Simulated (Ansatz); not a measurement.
**C₂H₄AlB (SMILES [BH2][AlH][C]#C): a relaxed scan of the bond length Al2–C3**

An exercise on one series of results from a longer session: the logs are not shown, and one member is left open.

Program: Ansatz 0.2.0, Gaussian basis. Level of theory: single points in def2-TZVPP. These are calculated values, not measurements.

Levels: PBE-D4, r2SCAN-D4, PBE0-D4, B3LYP-D4, wB97M-V, Hartree-Fock, MP2, CCSD, CCSD(T). The scan takes 1.721, 1.760, 1.816, 1.882, 1.954, 2.033, 2.116, 2.204, 2.295 Å.

Cores are frozen in the correlated methods. B3LYP uses VWN-RPA correlation.

27 further runs of the same task are left out: 27 set aside as unsound or not needed.

### The starting structure

The minimum, relaxed at PBE0-D4: SMILES `[BH2][AlH][C]#C`, 8 atoms, charge 0, spin multiplicity 1.

Atoms are counted from 1 here; the program's logs count them from 0.

Bond lengths: B1–Al2 2.116 Å, B1–H5 1.200 Å, B1–H6 1.200 Å, Al2–C3 1.913 Å, Al2–H7 1.588 Å, C3–C4 1.212 Å, C4–H8 1.067 Å. Angles: Al2–B1–H5 122.7°, Al2–B1–H6 122.7°, H5–B1–H6 114.6°, B1–Al2–C3 118.1°, B1–Al2–H7 124.2°, C3–Al2–H7 117.7°, Al2–C3–C4 177.8°, C3–C4–H8 179.6°.

Geometry (Å):

```mol
C2H4AlB
  3D, bonds by distance, orders not assigned

  8  7  0  0  0  0  0  0  0  0999 V2000
   -0.9791    1.6103   -0.6589 B   0  0
    0.7322    0.3980   -0.3799 Al  0  0
    0.5237   -1.2516    0.5653 C   0  0
    0.3469   -2.2874    1.1684 C   0  0
   -1.6975    1.5081   -1.6142 H   0  0
   -1.3100    2.4553    0.1258 H   0  0
    2.1843    0.7685   -0.9053 H   0  0
    0.1994   -3.2012    1.6988 H   0  0
  1  2  8  0
  1  5  8  0
  1  6  8  0
  2  3  8  0
  2  7  8  0
  3  4  8  0
  4  8  8  0
M  END
```

Energies of the minimum (eV), from earlier single points: PBE-D4 -9402.44774, r2SCAN-D4 -9407.68079, PBE0-D4 -9403.46923, B3LYP-D4 -9411.56406, wB97M-V -9408.51990, CCSD(T) -9391.86506.

At the minimum the bond length Al2–C3 is 1.913 Å.

The first run:

relax/in.yaml reads:

```yaml
crystal:
  periodic: [false, false, false]
  atoms:
    - {symbol: B, position_ang: [-0.979071, 1.610333, -0.658908]}
    - {symbol: Al, position_ang: [0.732208, 0.397982, -0.379930]}
    - {symbol: C, position_ang: [0.544598, -1.086338, 0.470622]}
    - {symbol: C, position_ang: [0.367836, -2.122144, 1.073742]}
    - {symbol: H, position_ang: [-1.697463, 1.508070, -1.614250]}
    - {symbol: H, position_ang: [-1.310001, 2.455278, 0.125791]}
    - {symbol: H, position_ang: [2.184273, 0.768490, -0.905309]}
    - {symbol: H, position_ang: [0.220286, -3.035886, 1.604140]}
basis:
  gaussian: {orbitals: def2-TZVP}
hamiltonian: {xc: pbe0, dispersion: d4}
relax: {f_tol: 0.005, max_steps: 200, constraints: [{distance: [1, 2]}]}
```

No record of the launch command was kept for these runs.

Steps of the session up to this table: Al2–C3 = 1.721 Å; Al2–C3 = 1.760 Å; Al2–C3 = 1.816 Å; Al2–C3 = 1.882 Å; Al2–C3 = 1.954 Å; Al2–C3 = 2.033 Å; Al2–C3 = 2.116 Å; Al2–C3 = 2.204 Å; Al2–C3 = 2.295 Å.

One table of the session follows, with a row left open; its other results are not shown here.

Energies less that of the minimum at the same level (kcal/mol):

| bond length (Å) | PBE-D4 | PBE0-D4 | B3LYP-D4 | wB97M-V | Hartree-Fock |
| --- | --- | --- | --- | --- | --- |
| 1.721 | 9.7 | 9.5 | 9.5 | 9.8 | 11.2 |
| 1.760 | 5.9 | 5.6 | 5.7 | 5.9 | 6.9 |
| 1.816 | ? | ? | ? | ? | ? |
| 1.882 | 0.3 | 0.2 | 0.2 | 0.2 | 0.4 |
| 1.913 (minimum) | 0.0 | 0.0 | 0.0 | 0.0 | 0.0 |
| 1.954 | 0.2 | 0.3 | 0.3 | 0.3 | 0.1 |
| 2.033 | 2.1 | 2.4 | 2.3 | 2.2 | 2.0 |
| 2.116 | 5.5 | 6.1 | 5.9 | 5.8 | 5.6 |
| 2.204 | 10.2 | 11.2 | 10.9 | 10.8 | 10.7 |
| 2.295 | 15.8 | 17.2 | 16.8 | 16.8 | 16.9 |

**Question.** Estimate the row for bond length (Å) = 1.816.

Worked estimate for «PBE-D4». A straight line through the neighbours (1.760, 5.9) and (1.882, 0.3) gives 5.9 + (0.3 − 5.9) × (1.816 − 1.760) / (1.882 − 1.760) = 3.3; a parabola fitted to 4 rows on both sides gives 2.4.

The run gave: PBE-D4: 2.3; PBE0-D4: 2.1; B3LYP-D4: 2.1; wB97M-V: 2.2; Hartree-Fock: 2.8. In «PBE-D4» the line misses by +1.0 and the parabola by +0.1.
